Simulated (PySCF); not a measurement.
# C2H8B2O2Si: the cost of one run

Programs: PySCF 2.14.0, with routines of our own; each step states its level. All values are computed. Atoms count from 0.

### Step 1. The starting structure

15 atoms, charge 0, multiplicity 1; geometry from: GFN2-xTB.

### Step 2. Magnetic properties: GIAO wB97X-D/pcSseg-1

The job: settings as JSON, then the geometry in Å.

```
{"job": {"kind": "mag", "xc": "wB97X-D", "basis": "pcSseg-1", "isotopologues": 2}, "charge": 0, "multiplicity": 1}
C      2.071709    -1.444797     0.069746
C      0.831983    -1.292175    -0.398432
B     -0.023366    -0.016439    -0.272215
Si     0.792607     1.714303    -0.723154
B     -1.605233    -0.089766     0.271552
O     -1.881669     0.105168     1.594170
O     -2.610114    -0.296101    -0.630807
H      2.600884    -2.384681     0.030826
H      2.590284    -0.634345     0.557405
H      0.369621    -2.169088    -0.846315
H      1.790406     1.659695    -1.806372
H     -0.134701     2.782668    -1.136510
H      1.516770     2.281813     0.430520
H     -2.805945     0.085641     1.853498
H     -3.507650    -0.293907    -0.289275
```

With the program's defaults for keys left out, this is: GIAO wB97X-D/pcSseg-1 magnetisability, rotational g tensor and spin-rotation constants, non-relativistic, gas phase.

On the command line:

```console
$ OMP_NUM_THREADS=1 python excited_run.py task.json out
```

One launch serves the whole session: the jobs run in the order shown.

**Question.** How long does this first job take on 1 thread of Arm Neoverse V1, shared host, and how much memory does it need?

About 31 s, with a peak of 0.79 GiB.
